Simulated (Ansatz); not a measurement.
# STa: the cost of one run

The runs use Ansatz 0.2.0, Gaussian basis; def2-TZVPP, core rule «outside noble gas», up to 9 orbitals frozen.

To be run: UHF; CCSD(T) on ROHF; CCSD(T) on UHF; CCSDT(Q) on ROHF; CCSDT(Q) on UHF; CASSCF and MRCISD+Q, 11 electrons in 10 orbitals; CASSCF and NEVPT2, 11 electrons in 10 orbitals.

5 further runs of the same task are left out: 2 for a known fault of the program, 3 set aside as unsound or not needed.

## (1) What is computed

The geometry is a PBE0/def2-TZVP stationary point (not a proven minimum) of the parent state, kept for this charge and spin. No spin-orbit coupling is included. Elements past krypton take def2 core potentials.

2 atoms, charge 0, spin multiplicity 4.

Atoms are counted from 1 here; the program's logs count them from 0.

Bond lengths: Ta1–S2 2.112 Å.

## (2) UHF

in.yaml reads:

```yaml
crystal:
  periodic: [false, false, false]
  atoms:
    - {symbol: Ta, position_ang: [0.000000, 0.000000, 0.000000]}
    - {symbol: S, position_ang: [0.000000, 0.000000, 2.112200]}
basis:
  gaussian: {orbitals: def2-TZVPP}
magnetization: {spin_polarized: true, initial_magnetization: 3}
hamiltonian: {xc: hf}
output: {orbitals: {seedname: orbitals}}
```

Run with:

```sh
> ansatz run in.yaml --threads 1 --pin off --events-out ev --progress --plain --max-ram 4096MiB --backend cpu
```

Q: Estimate wall time and peak memory on 1 thread of AMD EPYC 7R13, shared host.

About 9.5 s, with a peak of 0.25 GiB.
